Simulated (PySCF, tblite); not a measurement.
# C4H9PSi: dynamics, then NMR shifts on frames, part 2 of 2

tblite 0.8.0 and PySCF 2.14.0. Atoms count from 0. Earlier steps stand in the parts before.

## Step 5: NMR shieldings: 625 fs, PBE0/pcSseg-1

Job settings and geometry (Å):

```
{"job": {"kind": "nmr", "xc": "PBE0", "basis": "pcSseg-1", "pop": false}, "charge": 0, "multiplicity": 1}
C      1.562600     1.503100     1.502300
C      1.206900     1.234100     0.245000
Si    -0.499400     0.650100    -0.461800
P     -1.404900     2.359800    -1.671300
C     -1.529100    -0.616800     0.389500
C     -0.674600    -1.206100    -0.750600
H      0.793500     1.534600     2.252900
H      2.391800     2.073000     1.758100
H      2.057200     1.412000    -0.414300
H     -2.359700     2.447100    -0.549000
H     -2.348600     1.486200    -2.287300
H     -2.528100    -0.646600     0.052200
H     -1.446600    -0.899700     1.492400
H     -1.180500    -1.634700    -1.688600
H      0.109300    -1.922700    -0.406500
```

With the program's defaults for keys left out, this is: GIAO PBE0/pcSseg-1 NMR shielding, non-relativistic, gas phase.

Log:

```text
coarse grid: 13176 points
cycle   1  E = -788.0200038014  dE =  4.284e-01  |g| = 4.509e-01  |ddm| = 3.470e+00
cycle   2  E = -787.9803474228  dE =  3.966e-02  |g| = 5.875e-01  |ddm| = 1.012e+00
cycle   3  E = -788.0752945850  dE = -9.495e-02  |g| = 7.201e-02  |ddm| = 6.570e-01
cycle   4  E = -788.0766725296  dE = -1.378e-03  |g| = 2.869e-02  |ddm| = 1.230e-01
cycle   5  E = -788.0768780221  dE = -2.055e-04  |g| = 9.317e-03  |ddm| = 3.162e-02
cycle   6  E = -788.0768981493  dE = -2.013e-05  |g| = 3.540e-03  |ddm| = 1.035e-02
cycle   7  E = -788.0769012155  dE = -3.066e-06  |g| = 7.334e-04  |ddm| = 3.463e-03
final grid: 117032 points
cycle   8  E = -788.1138439538  dE = -2.224e-05  |g| = 7.186e-03  |ddm| = 2.376e-02
cycle   9  E = -788.1138345065  dE =  9.447e-06  |g| = 9.206e-03  |ddm| = 1.611e-02
cycle  10  E = -788.1138578773  dE = -2.337e-05  |g| = 1.001e-03  |ddm| = 9.978e-03
cycle  11  E = -788.1138581443  dE = -2.670e-07  |g| = 2.695e-04  |ddm| = 1.335e-03
cycle  12  E = -788.1138581620  dE = -1.766e-08  |g| = 8.595e-05  |ddm| = 2.847e-04
cycle  13  E = -788.1138581637  dE = -1.688e-09  |g| = 3.102e-05  |ddm| = 8.768e-05
cycle  14  E = -788.1138581639  dE = -2.553e-10  |g| = 4.664e-06  |ddm| = 3.353e-05
converged SCF energy = -788.1138581639

GIAO shielding tensors (ppm)
atom      isotropic    diamagn.    paramagn.     s11        s22        s33       span
  0 C       45.691     253.407    -207.716    -80.598     49.442    168.230    248.828
  1 C       34.826     258.389    -223.563    -97.341     30.382    171.437    268.778
  2 Si     435.210     882.203    -446.993    299.092    348.019    658.519    359.428
  3 P      619.364     965.831    -346.467    557.724    620.896    679.472    121.748
  4 C      181.049     255.388     -74.339    163.317    171.077    208.753     45.436
  5 C      173.128     256.165     -83.036    150.513    168.537    200.335     49.821
  6 H       26.086      32.581      -6.495     21.898     24.876     31.482      9.584
  7 H       25.872      30.263      -4.391     22.483     25.971     29.161      6.678
  8 H       24.717      30.754      -6.037     22.346     23.612     28.195      5.849
  9 H       28.453      27.701       0.752     22.781     27.623     34.956     12.174
 10 H       30.231      29.332       0.899     24.700     27.489     38.505     13.804
 11 H       31.530      32.637      -1.107     26.528     28.527     39.535     13.007
 12 H       28.807      30.430      -1.623     24.391     25.175     36.856     12.465
 13 H       28.986      29.853      -0.866     24.311     26.039     36.608     12.297
 14 H       29.783      31.829      -2.045     24.798     26.569     37.983     13.186
```

It took 28 s on 1 thread, shared host.

This run: δ C1 152.1, C0 141.2, C5 13.8, C4 5.9, H8 7.00, H7 5.85 ppm.

## Step 6: Shielding tensors: 800 fs, PBE0/pcSseg-1

Job settings and geometry (Å):

```
{"job": {"kind": "nmr", "xc": "PBE0", "basis": "pcSseg-1", "pop": false}, "charge": 0, "multiplicity": 1}
C      1.187900     0.415600     2.070200
C      0.948600     1.078000     0.967200
Si    -0.444700     0.516400    -0.329900
P     -1.617700     2.266500    -1.121100
C     -1.557900    -0.936300    -0.216000
C     -0.471300    -1.079200    -1.358500
H      0.535700    -0.379400     2.452700
H      2.060900     0.616200     2.701500
H      1.424500     1.922000     0.566800
H     -2.126000     1.499700    -2.241700
H     -0.641500     2.812200    -1.980700
H     -2.540300    -0.999300    -0.639900
H     -1.619900    -1.595200     0.587500
H     -0.887800    -0.975700    -2.290400
H      0.318200    -1.779700    -1.110700
```

Method: GIAO PBE0/pcSseg-1 NMR shielding, non-relativistic, gas phase.

Log:

```text
coarse grid: 13176 points
cycle   1  E = -788.0183338524  dE =  5.192e-01  |g| = 4.605e-01  |ddm| = 3.493e+00
cycle   2  E = -787.9827432824  dE =  3.559e-02  |g| = 5.827e-01  |ddm| = 1.065e+00
cycle   3  E = -788.0757797386  dE = -9.304e-02  |g| = 7.037e-02  |ddm| = 6.990e-01
cycle   4  E = -788.0770757290  dE = -1.296e-03  |g| = 3.142e-02  |ddm| = 1.286e-01
cycle   5  E = -788.0773235133  dE = -2.478e-04  |g| = 9.575e-03  |ddm| = 3.263e-02
cycle   6  E = -788.0773454209  dE = -2.191e-05  |g| = 3.240e-03  |ddm| = 1.099e-02
cycle   7  E = -788.0773478909  dE = -2.470e-06  |g| = 8.151e-04  |ddm| = 3.368e-03
final grid: 117032 points
cycle   8  E = -788.1144974961  dE = -2.913e-05  |g| = 7.700e-03  |ddm| = 2.738e-02
cycle   9  E = -788.1144874794  dE =  1.002e-05  |g| = 9.737e-03  |ddm| = 1.739e-02
cycle  10  E = -788.1145133548  dE = -2.588e-05  |g| = 9.907e-04  |ddm| = 1.073e-02
cycle  11  E = -788.1145136185  dE = -2.636e-07  |g| = 3.140e-04  |ddm| = 1.457e-03
cycle  12  E = -788.1145136434  dE = -2.498e-08  |g| = 8.435e-05  |ddm| = 3.063e-04
cycle  13  E = -788.1145136450  dE = -1.558e-09  |g| = 3.065e-05  |ddm| = 9.091e-05
cycle  14  E = -788.1145136453  dE = -2.469e-10  |g| = 5.179e-06  |ddm| = 3.209e-05
converged SCF energy = -788.1145136453

GIAO shielding tensors (ppm)
atom      isotropic    diamagn.    paramagn.     s11        s22        s33       span
  0 C       51.213     252.863    -201.650    -62.468     52.221    163.888    226.356
  1 C       48.774     263.031    -214.257    -57.772     35.846    168.249    226.021
  2 Si     428.501     882.373    -453.872    297.996    350.764    636.743    338.747
  3 P      585.295     966.467    -381.172    477.707    598.563    679.614    201.908
  4 C      191.564     255.828     -64.264    167.825    192.315    214.553     46.728
  5 C      182.817     259.496     -76.679    162.654    180.147    205.650     42.996
  6 H       25.269      31.568      -6.300     22.350     23.395     30.061      7.711
  7 H       25.318      27.546      -2.228     22.575     23.960     29.420      6.845
  8 H       25.370      32.624      -7.254     21.219     24.901     29.991      8.771
  9 H       29.989      29.513       0.476     24.299     28.484     37.184     12.885
 10 H       29.705      29.682       0.023     24.902     26.706     37.508     12.607
 11 H       31.667      32.587      -0.920     25.975     28.251     40.774     14.798
 12 H       31.633      34.297      -2.664     26.901     27.631     40.367     13.466
 13 H       32.651      34.658      -2.008     27.152     29.331     41.468     14.316
 14 H       30.680      33.033      -2.353     25.683     27.230     39.126     13.443
```

Wall time 33 s (1 thread, shared host).

This run: δ C1 138.2, C0 135.7, C5 4.1, C4 -4.6, H6 6.45, H7 6.40 ppm.

## Step 7: Nuclear shieldings: 1000 fs, PBE0/pcSseg-1

Job settings and geometry (Å):

```
{"job": {"kind": "nmr", "xc": "PBE0", "basis": "pcSseg-1", "pop": false}, "charge": 0, "multiplicity": 1}
C      1.088500     0.511900     2.327200
C      1.210100     1.070500     1.131700
Si    -0.027700     0.777700    -0.361000
P     -1.331500     2.182900    -1.358200
C     -1.098600    -0.895700    -0.309900
C      0.043100    -0.810100    -1.350800
H      0.398200    -0.295800     2.599900
H      1.719700     0.785000     3.124300
H      1.962000     1.743500     0.935100
H     -0.421900     3.209100    -1.817100
H     -1.294100     2.781600    -0.142200
H     -2.050700    -0.726500    -0.688500
H     -0.837600    -1.344000     0.619400
H     -0.270900    -0.633700    -2.424500
H      0.962100    -1.447500    -1.394900
```

Method: GIAO PBE0/pcSseg-1 NMR shielding, non-relativistic, gas phase.

Log:

```text
coarse grid: 13176 points
cycle   1  E = -788.0111380773  dE =  5.381e-01  |g| = 4.450e-01  |ddm| = 3.516e+00
cycle   2  E = -787.9554266112  dE =  5.571e-02  |g| = 6.213e-01  |ddm| = 1.247e+00
cycle   3  E = -788.0662920790  dE = -1.109e-01  |g| = 8.094e-02  |ddm| = 8.821e-01
cycle   4  E = -788.0680394532  dE = -1.747e-03  |g| = 3.259e-02  |ddm| = 1.358e-01
cycle   5  E = -788.0682927405  dE = -2.533e-04  |g| = 1.242e-02  |ddm| = 3.653e-02
cycle   6  E = -788.0683317052  dE = -3.896e-05  |g| = 3.166e-03  |ddm| = 1.337e-02
cycle   7  E = -788.0683342077  dE = -2.503e-06  |g| = 8.361e-04  |ddm| = 4.167e-03
final grid: 117032 points
cycle   8  E = -788.1045686920  dE = -2.554e-05  |g| = 7.717e-03  |ddm| = 2.552e-02
cycle   9  E = -788.1045559552  dE =  1.274e-05  |g| = 1.015e-02  |ddm| = 1.877e-02
cycle  10  E = -788.1045846475  dE = -2.869e-05  |g| = 1.169e-03  |ddm| = 1.216e-02
cycle  11  E = -788.1045850332  dE = -3.857e-07  |g| = 3.032e-04  |ddm| = 1.847e-03
cycle  12  E = -788.1045850578  dE = -2.465e-08  |g| = 9.416e-05  |ddm| = 3.947e-04
cycle  13  E = -788.1045850598  dE = -1.967e-09  |g| = 3.489e-05  |ddm| = 9.470e-05
cycle  14  E = -788.1045850601  dE = -3.215e-10  |g| = 5.571e-06  |ddm| = 4.073e-05
converged SCF energy = -788.1045850601

GIAO shielding tensors (ppm)
atom      isotropic    diamagn.    paramagn.     s11        s22        s33       span
  0 C       47.254     253.201    -205.947    -71.329     47.267    165.823    237.152
  1 C       49.104     261.881    -212.777    -66.242     36.256    177.298    243.540
  2 Si     472.957     884.223    -411.266    326.475    389.843    702.552    376.077
  3 P      635.062     967.675    -332.613    545.975    643.515    715.695    169.720
  4 C      191.675     257.704     -66.028    176.072    180.216    218.738     42.666
  5 C      167.450     255.001     -87.552    146.164    174.713    181.471     35.307
  6 H       25.330      32.086      -6.756     22.082     23.631     30.278      8.196
  7 H       25.902      28.952      -3.050     22.906     24.862     29.939      7.033
  8 H       25.841      32.710      -6.869     22.332     25.320     29.869      7.537
  9 H       29.445      28.861       0.584     24.046     25.500     38.789     14.743
 10 H       30.323      30.634      -0.311     23.840     29.565     37.564     13.724
 11 H       32.399      33.483      -1.084     25.727     28.963     42.508     16.781
 12 H       30.888      33.977      -3.089     24.976     27.507     40.181     15.205
 13 H       29.839      30.330      -0.491     24.068     26.841     38.609     14.541
 14 H       29.067      30.739      -1.672     24.845     25.044     37.312     12.468
```

Wall time 36 s (1 thread, shared host).

Key values: δ C0 139.7, C1 137.8, C5 19.5, C4 -4.8, H6 6.39, H8 5.88 ppm.

## Step 8: Comparing the runs: NMR shifts

Shifts (ppm) of some atoms, chosen among heavy atoms and hydrogens apart, with basis size and wall time:

```tsv
frame	C1	C4	C5	H14	H13	Si2	P3	functions	time
250 fs	140.1	11.1	7.2	1.83	1.62	-109.5	-284.7	161	35 s
425 fs	153.5	25.5	14.8	-0.43	2.10	-123.4	-322.3	161	29 s
625 fs	152.1	5.9	13.8	1.93	2.73	-86.1	-301.0	161	28 s
800 fs	138.2	-4.6	4.1	1.04	-0.93	-79.3	-266.9	161	33 s
1000 fs	137.8	-4.8	19.5	2.65	1.88	-123.8	-316.7	161	36 s
```

## Step 9: What came out

This closing draws on all 2 parts.

```
                                        quantity                                                     value
                                      thermostat                                                     600 K
                   mean temperature, second half                                                     599 K
         mean potential energy above the minimum                                                   0.95 eV
  ¹³C shifts against TMS (PBE0/pcSseg-1, 250 fs)                               140.1, 139.4, 11.1, 7.2 ppm
   ¹H shifts against TMS (PBE0/pcSseg-1, 250 fs)  7.25, 5.97, 5.67, 1.83, 1.77, 1.67, 1.62, 1.03, 0.89 ppm
 ²⁹Si shifts against TMS (PBE0/pcSseg-1, 250 fs)                                                -109.5 ppm
³¹P shifts against H3PO4 (PBE0/pcSseg-1, 250 fs)                                                -284.7 ppm
                        range of the shift of P3                                      -322.3 to -266.9 ppm
```

**Reading.** In the second half the potential energy averages 0.95 eV above the minimum; equipartition over 39 harmonic modes at 600 K would give 1.01 eV. With 15 atoms the temperature swings widely (221 to 817 K). Shifts at one fixed geometry are not the observed spectrum, which averages over the motion. In the first frame run (250 fs): The widest tensor belongs to Si2: span 441 ppm, with a paramagnetic part of -424 ppm. In ppm, P3 moves most: its shift spreads over 55.4 ppm, from -322.3 (425 fs) to -266.9 (800 fs).
